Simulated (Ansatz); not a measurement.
# triplet GeF2 at 6 levels

Aim: a comparison of 6 runs (UHF/STO-3G, UHF/def2-TZVPP, U-r2SCAN/def2-TZVPP, U-wB97M-V/def2-TZVPP, UPBE/def2-TZVPP, UCCSD(T)/def2-TZVPP) of triplet GeF2. 

The results are computed with Ansatz 0.2.0.

32 further runs of the same task are left out: 32 set aside as unsound or not needed.

**1. The system as given**

GeF2 has 3 atoms, charge 0, and is taken as a triplet. SMILES of the parent species: `[F][Ge][F]`. The coordinates come from a PBE0-D4/def2-TZVP relaxation. That shape belongs to the parent species and isn't relaxed for this state.

Bond lengths: F1–Ge2 1.745 Å, Ge2–F3 1.745 Å. Angles: F1–Ge2–F3 97.2°.

**2. The energy at UHF/STO-3G (run 1)**

job.yaml reads:

```yaml
crystal:
  periodic: [false, false, false]
  atoms:
    - {symbol: F, position_ang: [-0.675900, -1.101800, -0.497500]}
    - {symbol: Ge, position_ang: [0.637500, -0.295200, 0.320200]}
    - {symbol: F, position_ang: [0.027600, 1.332100, 0.164100]}
basis:
  gaussian:
    orbitals: STO-3G
magnetization:
  spin_polarized: true
  initial_magnetization: 2
hamiltonian:
  xc: hf
accuracy: high
output: {orbitals: {seedname: orbitals}}
```

On the command line:

```
$ ansatz run job.yaml --threads 1 --pin off --max-ram 3480MiB --events-out events.jsonl --progress --plain --runs-dir runs
```

The program printed:

```text
Warning: RAYON_NUM_THREADS=1 ignored (pool sized by the plan → 1); use --threads N
Functional definition: HF
  name "HF"
  exchange = exact_x
  correlation = 0
426 factors; integrals over basis functions are off by at most 3.7e-8 eV
mean field evaluation 1: about -61161.9029 eV, gradient 1.3e1 eV
mean field evaluation 2: about -61161.9987 eV, gradient 1.3e1 eV
mean field evaluation 4: about -61163.8802 eV, gradient 1.5e0 eV
mean field evaluation 8: about -61163.9288 eV, gradient 2.0e-2 eV
mean field -61163.92884267 eV, -2247.7329265681 hartree, gradient 2.5e-8 eV, S^2 2.017149; 0 other end points of the search recorded, 0 dependent functions left out
reference -61163.92884267 eV, -2247.7329265681 hartree; 26, 24 occupied and 2, 4 virtual orbitals, 426 factors
Total energy: -61163.92884267 eV, -2247.7329265681 hartree
```

It took 0.32 s on 1 thread of Intel Xeon 6975P-C (Granite Rapids), shared host.

**3. The energy at UHF/def2-TZVPP (run 2)**

input.yaml reads:

```yaml
crystal:
  periodic: [false, false, false]
  atoms:
    - {symbol: F, position_ang: [-0.675900, -1.101800, -0.497500]}
    - {symbol: Ge, position_ang: [0.637500, -0.295200, 0.320200]}
    - {symbol: F, position_ang: [0.027600, 1.332100, 0.164100]}
basis:
  gaussian: {orbitals: def2-TZVPP}
magnetization: {spin_polarized: true, initial_magnetization: 2}
output: {orbitals: {seedname: orbitals}}
hamiltonian: {xc: hf}
accuracy: high
```

On the command line:

```
$ ansatz run input.yaml --threads 1 --pin off --max-ram 3480MiB --events-out events.jsonl --progress --plain --runs-dir runs
```

The program printed:

```text
Warning: RAYON_NUM_THREADS=1 ignored (pool sized by the plan → 1); use --threads N
[... 4 set-up lines as earlier in the session ...]
1632 factors; integrals over basis functions are off by at most 5.2e-9 eV
mean field evaluation 1: about -61884.2974 eV, gradient 2.5e1 eV
mean field evaluation 2: about -61884.3076 eV, gradient 2.5e1 eV
mean field evaluation 4: about -61887.0489 eV, gradient 2.7e0 eV
mean field evaluation 8: about -61887.1654 eV, gradient 1.5e-1 eV
mean field evaluation 16: about -61887.1674 eV, gradient 6.7e-8 eV
mean field -61887.16737814 eV, -2274.3114525181 hartree, gradient 6.7e-8 eV, S^2 2.006150; 0 other end points of the search recorded, 0 dependent functions left out
reference -61887.16737814 eV, -2274.3114525181 hartree; 26, 24 occupied and 84, 86 virtual orbitals, 1632 factors
Total energy: -61887.16737814 eV, -2274.3114525181 hartree
```

It took 5.1 s on 1 thread of Intel Xeon 6975P-C (Granite Rapids), shared host; peak memory 0.36 GiB.

**4. The energy at U-r2SCAN/def2-TZVPP (run 3)**

molecule.yaml reads:

```yaml
crystal:
  periodic: [false, false, false]
  atoms:
    - symbol: F
      position_ang: [-0.675900, -1.101800, -0.497500]
    - symbol: Ge
      position_ang: [0.637500, -0.295200, 0.320200]
    - symbol: F
      position_ang: [0.027600, 1.332100, 0.164100]
basis:
  gaussian: {orbitals: def2-TZVPP}
magnetization: {spin_polarized: true, initial_magnetization: 2}
hamiltonian: {xc: r2scan}
accuracy: high
output: {orbitals: {seedname: orbitals}}
```

On the command line:

```
$ ansatz run molecule.yaml --threads 1 --pin off --max-ram 3480MiB --events-out events.jsonl --progress --plain --runs-dir runs
```

The program printed:

```text
Warning: RAYON_NUM_THREADS=1 ignored (pool sized by the plan → 1); use --threads N
Functional definition: r2SCAN
  name "r2SCAN"
  parameter k0 = 0.174
  parameter k1 = 0.065
  parameter a1 = 4.9479
  exchange = r2scan_x(k0 = k0, k1 = k1, a1 = a1)
  correlation = r2scan_c
1632 factors; integrals over basis functions are off by at most 5.2e-9 eV
mean field evaluation 1: about -61946.7994 eV, gradient 3.6e1 eV
mean field evaluation 2: about -61913.6665 eV, gradient 1.0e2 eV
mean field evaluation 4: about -61950.5393 eV, gradient 3.4e0 eV
mean field evaluation 8: about -61950.5849 eV, gradient 4.3e-1 eV
mean field evaluation 16: about -61950.5855 eV, gradient 4.4e-5 eV
mean field -61950.58545969 eV, -2276.6420240286 hartree, gradient 5.2e-8 eV, S^2 2.003749; 0 other end points of the search recorded, 0 dependent functions left out
reference -61950.58546141 eV, -2276.6420240917 hartree; 26, 24 occupied and 84, 86 virtual orbitals, 1632 factors
Total energy: -61950.58546141 eV, -2276.6420240917 hartree
```

Wall time 9.6 s (1 thread of Intel Xeon 6975P-C (Granite Rapids), shared host); peak memory 0.36 GiB.

Runs 4 to 5 aren't shown in full; the table further down has their settings and results.

**5. The energy at UCCSD(T)/def2-TZVPP (run 6)**

run.yaml reads:

```yaml
crystal:
  periodic: [false, false, false]
  atoms:
    - {symbol: F, position_ang: [-0.675900, -1.101800, -0.497500]}
    - {symbol: Ge, position_ang: [0.637500, -0.295200, 0.320200]}
    - {symbol: F, position_ang: [0.027600, 1.332100, 0.164100]}
basis:
  gaussian:
    orbitals: def2-TZVPP
total_charge: 0
magnetization:
  spin_polarized: true
  initial_magnetization: 2
correlation:
  method: ccsd_t
  frozen_orbitals: {F: 1, Ge: 9}
accuracy: high
scf:
  omitted_lower_state_checks: [cluster_reference, increment]
```

On the command line:

```
$ ansatz run run.yaml --threads 1 --pin off --max-ram 3480MiB --events-out events.jsonl --progress --plain --runs-dir runs
```

The program printed:

```text
Warning: RAYON_NUM_THREADS=1 ignored (pool sized by the plan → 1); use --threads N
[... 12 lines left out ...]
11 core orbitals not correlated: weight in the atoms' cores, before any rotation towards them, 1.000 or more for the frozen orbitals, at most 0.000 for the correlated occupied ones
[... 28 lines left out ...]
Total energy: -61906.74021745 eV, -2275.0307410957 hartree
Checks for a lower state left out: cluster_reference, increment
```

It took 51 s on 1 thread of Intel Xeon 6975P-C (Granite Rapids), shared host; peak memory 1.2 GiB.

**6. Overview of the runs**

| run | level | frozen core orbitals | energy (Eh) | HOMO energy (eV) | ⟨S²⟩ | wall time |
| --- | --- | --- | --- | --- | --- | --- |
| 1 | UHF/STO-3G | – | -2247.732927 | -4.54 | 2.017 | 0.32 s |
| 2 | UHF/def2-TZVPP | – | -2274.311453 | -8.71 | 2.006 | 5.1 s |
| 3 | U-r2SCAN/def2-TZVPP | – | -2276.642024 | -4.66 | 2.004 | 9.6 s |
| 4 | U-wB97M-V/def2-TZVPP | – | -2276.565835 | -7.37 | 2.004 | 38 s |
| 5 | UPBE/def2-TZVPP | – | -2276.230598 | -4.24 | 2.002 | 5.1 s |
| 6 | UCCSD(T)/def2-TZVPP | 11 | -2275.030741 | – | 2.006 | 51 s |

**7. Results**

| quantity | value |
| --- | --- |
| run 6: total energy | -2275.03074 Eh |
| run 6: correlation energy (11 core orbitals frozen) | -719.3 mEh |
| run 6: (T) correction | -22.61 mEh |
| run 6: ⟨S²⟩ of the reference determinant | 2.006 |
| run 6: T1 diagnostic | 0.017 |

Totals of different functionals can't be ranked against each other. In run 1 the basis is minimal, so the values are rough. All runs together took 1.8 min, the longest 51 s.
